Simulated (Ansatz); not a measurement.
**CH5BClIn: from a rough start to a minimum**

What shape does CH5BClIn take? The plan is to relax it, check the end point by its vibrations and derive ideal-gas thermochemistry, and look at its orbitals and charge.

Computed with Ansatz 0.2.0, Gaussian basis. Level: RKS PBE0-D4/def2-TZVP.

Plan: relaxation at PBE0-D4/def2-TZVP; harmonic vibrations at the same level; a single point in def2-TZVPP for the fields.

**1. The system as given**

SMILES `C[B](Cl)[InH2]`, 9 atoms, charge 0, spin multiplicity 1.

Atoms are counted from 1 here; the program's logs count them from 0.

Bond lengths: C1–B2 1.570 Å, C1–H5 1.091 Å, C1–H6 1.091 Å, C1–H7 1.091 Å, B2–Cl3 1.686 Å, B2–In4 2.300 Å, In4–H8 1.756 Å, In4–H9 1.773 Å. Angles: B2–C1–H5 111.4°, B2–C1–H6 110.7°, B2–C1–H7 113.4°, H5–C1–H6 105.8°, H5–C1–H7 107.8°, H6–C1–H7 107.5°, C1–B2–Cl3 121.4°, C1–B2–In4 131.9°, Cl3–B2–In4 106.7°, B2–In4–H8 116.2°, B2–In4–H9 131.8°, H8–In4–H9 111.9°.

As a file:

```mol
CH5BClIn
  3D, bonds by distance, orders not assigned

  9  8  0  0  0  0  0  0  0  0999 V2000
    0.4634    1.3160   -0.8019 C   0  0
    0.4869   -0.1402   -0.2145 B   0  0
    1.7871   -1.1771   -0.4903 Cl  0  0
   -1.0146   -1.2941    1.0902 In  0  0
    1.3440    1.8827   -0.4957 H   0  0
    0.4912    1.2916   -1.8928 H   0  0
   -0.4189    1.8867   -0.5085 H   0  0
   -0.6261   -2.9747    1.4189 H   0  0
   -2.5129   -0.7910    1.8946 H   0  0
  1  2  8  0
  2  3  8  0
  2  4  8  0
  1  5  8  0
  1  6  8  0
  1  7  8  0
  4  8  8  0
  4  9  8  0
M  END
```

The start is a GFN2-xTB geometry. In takes the def2 core potential; no spin-orbit term is included.

**2. Relaxation at PBE0-D4/def2-TZVP**

Contents of in.yaml:

```yaml
crystal:
  periodic: [false, false, false]
  atoms:
    - {symbol: C, position_ang: [0.463380, 1.316020, -0.801940]}
    - {symbol: B, position_ang: [0.486940, -0.140190, -0.214500]}
    - {symbol: Cl, position_ang: [1.787050, -1.177120, -0.490290]}
    - {symbol: In, position_ang: [-1.014590, -1.294120, 1.090240]}
    - {symbol: H, position_ang: [1.343990, 1.882720, -0.495670]}
    - {symbol: H, position_ang: [0.491220, 1.291620, -1.892810]}
    - {symbol: H, position_ang: [-0.418930, 1.886700, -0.508540]}
    - {symbol: H, position_ang: [-0.626110, -2.974670, 1.418870]}
    - {symbol: H, position_ang: [-2.512940, -0.790960, 1.894640]}
basis:
  gaussian: {orbitals: def2-TZVP}
hamiltonian: {xc: pbe0, dispersion: d4}
relax: {f_tol: 0.005, max_steps: 150}
```

The run is started by

```bash
ansatz run in.yaml --threads 2 --pin off --events-out ev --progress --plain --max-ram 20480MiB --backend cuda --devices 0, --max-vram 18GiB
```

The runs that follow: Force constants and modes; Fields at the relaxed geometry.

Q: Predict the results of all the runs planned. Wanted: point group; shift from the start; total energy; dispersion term; dipole moment; lowest, highest wavenumber; zero-point energy; HOMO, LUMO.

**Answer**, as computed:

| quantity | value |
| --- | --- |
| point group | C1 |
| steps | 29 |
| shift from the start (rms) | 0.825 Å |
| total energy | -19486.2288 eV |
| dispersion term | -164 meV |
| dipole moment | 1.59 D |
| lowest, highest wavenumber | 69, 3131 cm⁻¹ |
| zero-point energy | 33.1 kcal/mol |
| entropy at 298.15 K | 368.7 J/(mol K) |
| HOMO, LUMO | -6.95, -1.75 eV |

**Reading.** The relaxed geometry lies 0.82 Å (rms) from the start; the bond that changed most is B2–Cl3, from 1.686 to 1.768 Å. No mode is imaginary: a true minimum at this level. The stiffest mode, 3131 cm⁻¹, is a C–H stretch, and 3 modes under 200 cm⁻¹ make the vibrational entropy uncertain. Harmonic hybrid wavenumbers usually lie a few per cent above measured fundamentals. The largest Mulliken charge, -0.40 e, sits on C1. The HOMO lies mostly on B2 33 %; Cl3 19 % and the LUMO on In4 50 %; H8, H9 about 16 % each.
